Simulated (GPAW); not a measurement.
# AgAu3 (Pm-3m) in GPAW: a series of runs, part 2 of 2

GPAW 26.7.0.

## Step 4: Relaxation of cell and atoms, PBEsol, target pressure 5 GPa, at which the enthalpy is minimised

Input file run.py:

```python
from ase import Atoms
from ase.filters import FrechetCellFilter
from ase.io import write
from ase.optimize import BFGS
from ase.units import GPa
from gpaw import GPAW, PW, setup_paths

setup_paths.insert(0, '.')

atoms = Atoms(['Au', 'Au', 'Au', 'Ag'],
              cell=[[4.12163154, 0.0, 0.0],
                    [0.0, 4.12163154, 0.0],
                    [0.0, 0.0, 4.12163154]],
              scaled_positions=[[0.0, 0.0, 0.5],
                                [0.0, 0.5, 0.0],
                                [0.5, 0.0, 0.0],
                                [0.5, 0.5, 0.5]],
              pbc=True)

calc = GPAW(mode=PW(600),
            xc='PBEsol',
            kpts={'size': (6, 6, 6), 'gamma': True},
            occupations={'name': 'fermi-dirac', 'width': 0.05},
            nbands=46,
            convergence={'density': 1e-05, 'forces': 0.0001},
            maxiter=150,
            txt='gpaw.txt')
atoms.calc = calc
opt = BFGS(FrechetCellFilter(atoms, scalar_pressure=5 * GPa), trajectory='relax.traj', logfile='-')
done = opt.run(fmax=0.02, steps=60)
calc.write('gs.gpw')
write('result.traj', atoms)
print('Converged:', done)
print('Cell:', atoms.cell.cellpar().round(4))
print('Volume:', round(atoms.get_volume(), 4))
print(atoms.get_scaled_positions().round(5))
```

Potentials or basis: PAW data sets generated in the run's folder for this functional, pw.

On the command line:

```
gpaw-setup -f PBEsol Ag Au
OMP_NUM_THREADS=1 python run.py
```

gpaw.txt:

```text
__  _  _
 | _ |_)|_||  |
 |__||  | ||/\| - 26.7.0

Input parameters:
  mode=PW(ecut=600.0),
  convergence={'density': 1e-05, 'forces': 0.0001},
  kpts=MonkhorstPack(size=(6, 6, 6), gamma=True),
  maxiter=150,
  nbands=46,
  occupations=Occupations(name='fermi-dirac', width=0.05),
  xc=XC(name='PBEsol')

Diagonalizing LCAO Hamiltonian
Converting LCAO to pw mode
    .---------.
   /|         |
  / |         |
 *  |         |
 |  |  Ag     |
 |  .---------.
 AuAu        /
 |/         /
 *----Au---*

Atoms  # Å, Bohr magnetons
|   | symbol |        x |        y |        z |    initial magnetic moments |
|---|--------|----------|----------|----------|-----------------------------|
| 0 |     Au | 0.000000 | 0.000000 | 2.060816 | ( 0.0000,  0.0000,  0.0000) |
| 1 |     Au | 0.000000 | 2.060816 | 0.000000 | ( 0.0000,  0.0000,  0.0000) |
| 2 |     Au | 2.060816 | 0.000000 | 0.000000 | ( 0.0000,  0.0000,  0.0000) |
| 3 |     Ag | 2.060816 | 2.060816 | 2.060816 | ( 0.0000,  0.0000,  0.0000) |

Unit cell  # Å
| periodic |        x |        y |        z |  lengths |    angles |
|----------|----------|----------|----------|----------|-----------|
|      yes | 4.121632 | 0.000000 | 0.000000 | 4.121632 | 90.000000 |
|      yes | 0.000000 | 4.121632 | 0.000000 | 4.121632 | 90.000000 |
|      yes | 0.000000 | 0.000000 | 4.121632 | 4.121632 | 90.000000 |

Number of symmetries: 48
Symmetry operations  # r_c * U_cc + t_c -> r_c
|    | kind |            matrix            |
|----|------|------------------------------|
|  0 |  E   |  1, 0, 0,  0, 1, 0,  0, 0, 1 |
|  1 |  σ   |  1, 0, 0,  0, 1, 0,  0, 0,-1 |
|  2 |  σ   |  1, 0, 0,  0, 0, 1,  0, 1, 0 |
|  3 |  C4  |  1, 0, 0,  0, 0, 1,  0,-1, 0 |
|  4 |  C4  |  1, 0, 0,  0, 0,-1,  0, 1, 0 |
|  5 |  σ   |  1, 0, 0,  0, 0,-1,  0,-1, 0 |
|  6 |  σ   |  1, 0, 0,  0,-1, 0,  0, 0, 1 |
|  7 |  C2  |  1, 0, 0,  0,-1, 0,  0, 0,-1 |
|  8 |  σ   |  0, 1, 0,  1, 0, 0,  0, 0, 1 |
|  9 |  C2  |  0, 1, 0,  1, 0, 0,  0, 0,-1 |
| 10 |  C3  |  0, 1, 0,  0, 0, 1,  1, 0, 0 |
| 11 |  S6  |  0, 1, 0,  0, 0, 1, -1, 0, 0 |
| 12 |  S6  |  0, 1, 0,  0, 0,-1,  1, 0, 0 |
| 13 |  C3  |  0, 1, 0,  0, 0,-1, -1, 0, 0 |
[... 229 lines left out ...]
Stress tensor  # eV/Ang^3
|        x |        y |        z |
|----------|----------|----------|
| 0.022158 | 0.000000 | 0.000000 |
| 0.000000 | 0.022158 | 0.000000 |
| 0.000000 | 0.000000 | 0.022158 |

Forces  # eV/Ang
|       x |       y |       z |
|---------|---------|---------|
| 0.00000 | 0.00000 | 0.00000 |  # Au   0
| 0.00000 | 0.00000 | 0.00000 |  # Au   1
| 0.00000 | 0.00000 | 0.00000 |  # Au   2
| 0.00000 | 0.00000 | 0.00000 |  # Ag   3

Interpolating wave functions to new cell

              Ag
       Au
         Au
            Au

Atoms  # Å, Bohr magnetons
|   | symbol |         x |         y |        z |    initial magnetic moments |
|---|--------|-----------|-----------|----------|-----------------------------|
| 0 |     Au |  0.000000 |  0.000000 | 2.053952 | ( 0.0000,  0.0000,  0.0000) |
| 1 |     Au | -0.000000 |  2.053952 | 0.000000 | ( 0.0000,  0.0000,  0.0000) |
| 2 |     Au |  2.053952 | -0.000000 | 0.000000 | ( 0.0000,  0.0000,  0.0000) |
| 3 |     Ag |  2.053952 |  2.053952 | 2.053952 | ( 0.0000,  0.0000,  0.0000) |

Unit cell  # Å
| periodic |         x |         y |        z |  lengths |    angles |
|----------|-----------|-----------|----------|----------|-----------|
|      yes |  4.107904 | -0.000000 | 0.000000 | 4.107904 | 90.000000 |
|      yes | -0.000000 |  4.107904 | 0.000000 | 4.107904 | 90.000000 |
|      yes |  0.000000 |  0.000000 | 4.107904 | 4.107904 | 90.000000 |

Number of symmetries: 48
Symmetry operations  # r_c * U_cc + t_c -> r_c
|    | kind |            matrix            |
|----|------|------------------------------|
|  0 |  E   |  1, 0, 0,  0, 1, 0,  0, 0, 1 |
|  1 |  σ   |  1, 0, 0,  0, 1, 0,  0, 0,-1 |
|  2 |  σ   |  1, 0, 0,  0, 0, 1,  0, 1, 0 |
|  3 |  C4  |  1, 0, 0,  0, 0, 1,  0,-1, 0 |
|  4 |  C4  |  1, 0, 0,  0, 0,-1,  0, 1, 0 |
|  5 |  σ   |  1, 0, 0,  0, 0,-1,  0,-1, 0 |
|  6 |  σ   |  1, 0, 0,  0,-1, 0,  0, 0, 1 |
|  7 |  C2  |  1, 0, 0,  0,-1, 0,  0, 0,-1 |
|  8 |  σ   |  0, 1, 0,  1, 0, 0,  0, 0, 1 |
|  9 |  C2  |  0, 1, 0,  1, 0, 0,  0, 0,-1 |
| 10 |  C3  |  0, 1, 0,  0, 0, 1,  1, 0, 0 |
| 11 |  S6  |  0, 1, 0,  0, 0, 1, -1, 0, 0 |
| 12 |  S6  |  0, 1, 0,  0, 0,-1,  1, 0, 0 |
| 13 |  C3  |  0, 1, 0,  0, 0,-1, -1, 0, 0 |
[... 245 lines left out ...]
              Ag
       Au
         Au
            Au

Atoms  # Å, Bohr magnetons
|   | symbol |         x |        y |        z |    initial magnetic moments |
|---|--------|-----------|----------|----------|-----------------------------|
| 0 |     Au | -0.000000 | 0.000000 | 2.022058 | ( 0.0000,  0.0000,  0.0000) |
| 1 |     Au |  0.000000 | 2.022058 | 0.000000 | ( 0.0000,  0.0000,  0.0000) |
| 2 |     Au |  2.022058 | 0.000000 | 0.000000 | ( 0.0000,  0.0000,  0.0000) |
| 3 |     Ag |  2.022058 | 2.022058 | 2.022058 | ( 0.0000,  0.0000,  0.0000) |

Unit cell  # Å
| periodic |         x |         y |        z |  lengths |    angles |
|----------|-----------|-----------|----------|----------|-----------|
|      yes |  4.044116 |  0.000000 | 0.000000 | 4.044116 | 90.000000 |
|      yes |  0.000000 |  4.044116 | 0.000000 | 4.044116 | 90.000000 |
|      yes | -0.000000 | -0.000000 | 4.044116 | 4.044116 | 90.000000 |

Number of symmetries: 48
Symmetry operations  # r_c * U_cc + t_c -> r_c
|    | kind |            matrix            |
|----|------|------------------------------|
|  0 |  E   |  1, 0, 0,  0, 1, 0,  0, 0, 1 |
|  1 |  σ   |  1, 0, 0,  0, 1, 0,  0, 0,-1 |
|  2 |  σ   |  1, 0, 0,  0, 0, 1,  0, 1, 0 |
|  3 |  C4  |  1, 0, 0,  0, 0, 1,  0,-1, 0 |
|  4 |  C4  |  1, 0, 0,  0, 0,-1,  0, 1, 0 |
|  5 |  σ   |  1, 0, 0,  0, 0,-1,  0,-1, 0 |
|  6 |  σ   |  1, 0, 0,  0,-1, 0,  0, 0, 1 |
|  7 |  C2  |  1, 0, 0,  0,-1, 0,  0, 0,-1 |
|  8 |  σ   |  0, 1, 0,  1, 0, 0,  0, 0, 1 |
|  9 |  C2  |  0, 1, 0,  1, 0, 0,  0, 0,-1 |
| 10 |  C3  |  0, 1, 0,  0, 0, 1,  1, 0, 0 |
| 11 |  S6  |  0, 1, 0,  0, 0, 1, -1, 0, 0 |
| 12 |  S6  |  0, 1, 0,  0, 0,-1,  1, 0, 0 |
| 13 |  C3  |  0, 1, 0,  0, 0,-1, -1, 0, 0 |
[... 221 lines left out ...]
|         30 |        20.325 |     0.000 |
|         31 |        20.325 |     0.000 |
|        ... |               |           |
|         45 |        29.710 |     0.000 |

No gap
No difference between direct/indirect transitions

Stress tensor  # eV/Ang^3
|         x |         y |         z |
|-----------|-----------|-----------|
| -0.036497 |  0.000000 |  0.000000 |
|  0.000000 | -0.036497 |  0.000000 |
|  0.000000 |  0.000000 | -0.036497 |

Forces  # eV/Ang
|        x |        y |        z |
|----------|----------|----------|
|  0.00000 | -0.00000 |  0.00000 |  # Au   0
| -0.00000 | -0.00000 | -0.00000 |  # Au   1
| -0.00000 | -0.00000 |  0.00000 |  # Au   2
|  0.00000 | -0.00000 |  0.00000 |  # Ag   3

Interpolating wave functions to new cell

              Ag
       Au
         Au
            Au

Atoms  # Å, Bohr magnetons
|   | symbol |         x |        y |        z |    initial magnetic moments |
|---|--------|-----------|----------|----------|-----------------------------|
| 0 |     Au | -0.000000 | 0.000000 | 2.025289 | ( 0.0000,  0.0000,  0.0000) |
| 1 |     Au |  0.000000 | 2.025289 | 0.000000 | ( 0.0000,  0.0000,  0.0000) |
| 2 |     Au |  2.025289 | 0.000000 | 0.000000 | ( 0.0000,  0.0000,  0.0000) |
| 3 |     Ag |  2.025289 | 2.025289 | 2.025289 | ( 0.0000,  0.0000,  0.0000) |

Unit cell  # Å
| periodic |         x |        y |         z |  lengths |    angles |
|----------|-----------|----------|-----------|----------|-----------|
|      yes |  4.050577 | 0.000000 |  0.000000 | 4.050577 | 90.000000 |
|      yes |  0.000000 | 4.050577 | -0.000000 | 4.050577 | 90.000000 |
|      yes | -0.000000 | 0.000000 |  4.050577 | 4.050577 | 90.000000 |

Number of symmetries: 48
Symmetry operations  # r_c * U_cc + t_c -> r_c
|    | kind |            matrix            |
|----|------|------------------------------|
|  0 |  E   |  1, 0, 0,  0, 1, 0,  0, 0, 1 |
|  1 |  σ   |  1, 0, 0,  0, 1, 0,  0, 0,-1 |
|  2 |  σ   |  1, 0, 0,  0, 0, 1,  0, 1, 0 |
|  3 |  C4  |  1, 0, 0,  0, 0, 1,  0,-1, 0 |
|  4 |  C4  |  1, 0, 0,  0, 0,-1,  0, 1, 0 |
|  5 |  σ   |  1, 0, 0,  0, 0,-1,  0,-1, 0 |
|  6 |  σ   |  1, 0, 0,  0,-1, 0,  0, 0, 1 |
|  7 |  C2  |  1, 0, 0,  0,-1, 0,  0, 0,-1 |
|  8 |  σ   |  0, 1, 0,  1, 0, 0,  0, 0, 1 |
|  9 |  C2  |  0, 1, 0,  1, 0, 0,  0, 0,-1 |
| 10 |  C3  |  0, 1, 0,  0, 0, 1,  1, 0, 0 |
| 11 |  S6  |  0, 1, 0,  0, 0, 1, -1, 0, 0 |
| 12 |  S6  |  0, 1, 0,  0, 0,-1,  1, 0, 0 |
| 13 |  C3  |  0, 1, 0,  0, 0,-1, -1, 0, 0 |
[... 219 lines left out ...]
|         30 |        20.223 |     0.000 |
|         31 |        20.223 |     0.000 |
|        ... |               |           |
|         45 |        29.593 |     0.000 |

No gap
No difference between direct/indirect transitions

Stress tensor  # eV/Ang^3
|         x |         y |         z |
|-----------|-----------|-----------|
| -0.030793 |  0.000000 |  0.000000 |
|  0.000000 | -0.030793 |  0.000000 |
|  0.000000 |  0.000000 | -0.030793 |

Forces  # eV/Ang
|        x |        y |        z |
|----------|----------|----------|
|  0.00000 |  0.00000 | -0.00000 |  # Au   0
| -0.00000 | -0.00000 |  0.00000 |  # Au   1
| -0.00000 | -0.00000 |  0.00000 |  # Au   2
| -0.00000 |  0.00000 | -0.00000 |  # Ag   3

# Writing to gs.gpw (mode='')
```

Wall time 2.8 min (1 thread of Arm Neoverse V1, shared host); peak memory 0.25 GiB.

Results:

```
Free energy                                            : -15.0897 eV
Relaxed volume                                         : 16.61 Å³/atom
Relaxed cell                                           : a = 4.051 Å, b = 4.051 Å, c = 4.051 Å, α = 90.00°, β = 90.00°, γ = 90.00°
Space group after relaxing (to 0.05 Å)                 : Pm-3m (No. 221)
Energy change on relaxing (the enthalpy is what falls) : +2.6 meV/atom
Ionic steps                                            : 4
Pressure after relaxing                                : 4.9 GPa
Band gap on the k mesh                                 : none (metal or under the smearing width)
```

The path:
```
step  energy change (eV)  largest force (eV/Å)  pressure (GPa)  volume (Å³)
   1              0.0000                0.0000           -3.55        70.02
   2             -0.0123                0.0000           -2.12        69.32
   3              0.0211                0.0000            5.85        66.14
   4              0.0104                0.0000            4.93        66.46
```

Final structure:
```
CELL_PARAMETERS angstrom
4.05058 0.00000 0.00000
0.00000 4.05058 0.00000
0.00000 0.00000 4.05058
ATOMIC_POSITIONS crystal
Au 0.00000 0.00000 0.50000
Au 0.00000 0.50000 0.00000
Au 0.50000 0.00000 0.00000
Ag 0.50000 0.50000 0.50000
```

Caveat: with this Au data set, volumes or pressures lay over 1.5 % or 2 GPa off other programs in two to four cells of ten; later steps reuse the first step's grids.

## Step 5: Relaxation of cell and atoms, PBEsol, target pressure 10 GPa, at which the enthalpy is minimised

run.py, as its differences from that of step 4:

```diff
@@ -28,3 +28,3 @@
 atoms.calc = calc
-opt = BFGS(FrechetCellFilter(atoms, scalar_pressure=5 * GPa), trajectory='relax.traj', logfile='-')
+opt = BFGS(FrechetCellFilter(atoms, scalar_pressure=10 * GPa), trajectory='relax.traj', logfile='-')
 done = opt.run(fmax=0.02, steps=60)
```

On the command line:

```
gpaw-setup -f PBEsol Ag Au
OMP_NUM_THREADS=1 python run.py
```

It took 3.3 min on 1 thread of Arm Neoverse V1, shared host; peak memory 0.26 GiB.

Results (log left out):

* Free energy: -15.0132 eV
* Relaxed volume: 16.20 Å³/atom
* Relaxed cell: a = 4.017 Å, b = 4.017 Å, c = 4.017 Å, α = 90.00°, β = 90.00°, γ = 90.00°
* Space group after relaxing (to 0.05 Å): Pm-3m (No. 221)
* Energy change on relaxing (the enthalpy is what falls): +21.6 meV/atom
* Ionic steps: 5
* Pressure after relaxing: 10.0 GPa
* Band gap on the k mesh: none (metal or under the smearing width)

Step by step:
```csv
step,energy change (eV),largest force (eV/Å),pressure (GPa),volume (Å³)
1,0.0000,0.0000,-3.55,70.02
2,-0.0164,0.0000,-1.24,68.92
3,0.1274,0.0000,12.03,64.22
4,0.0826,0.0000,9.78,64.88
5,0.0866,0.0000,10.00,64.81
```

Final structure:
```
Au Ag
1.0
     4.01687    0.00000    0.00000
     0.00000    4.01687    0.00000
     0.00000    0.00000    4.01687
Au Ag
3 1
Cartesian
  0.0000 0.0000 2.0084
  0.0000 2.0084 0.0000
  2.0084 0.0000 0.0000
  2.0084 2.0084 2.0084
```

Levels at points of the mesh, in eV from the Fermi level:
```tsv
k point	band 22	band 23	band 24	band 25	band 26	band 27	band 28	band 29
(0.00, 0.00, 0.00)	-1.64	-1.64	-1.64	0.99	0.99	0.99	5.95	5.95
(0.50, 0.00, 0.00)	-3.05	-2.70	-2.15	-1.64	5.19	6.15	6.15	6.19
(0.50, 0.50, 0.00)	-3.32	-3.28	-0.90	-0.19	-0.19	-0.03	8.88	9.08
(0.50, 0.50, 0.50)	-1.99	-1.99	-1.25	-1.07	-1.07	-1.07	3.05	3.05
```

Caveat: with this Au data set, volumes or pressures lay over 1.5 % or 2 GPa off other programs in two to four cells of ten; later steps reuse the first step's grids. Spin-orbit coupling is left out, which matters for the levels of Au.

## Step 6: The runs side by side

```csv
cell,target pressure,gap on the mesh (eV),pressure (GPa)
relaxed,-,none,0.2
relaxed to 2 GPa,2 GPa,none,2.0
relaxed to 5 GPa,5 GPa,none,4.9
relaxed to 10 GPa,10 GPa,none,10.0
```

Alike in all rows: task relaxation of cell and atoms; level PBEsol; potentials or basis PAW data sets generated in the run's folder for this functional, pw; no spin polarisation; k mesh 6 × 6 × 6; cutoff (eV) 600; smearing fermi-dirac 0.05 eV.

Caveats: with this Au data set, volumes or pressures lay over 1.5 % or 2 GPa off other programs in two to four cells of ten; later steps reuse the first step's grids.

Total energies depend on the potentials used, so only differences within one code and one set of settings carry meaning.
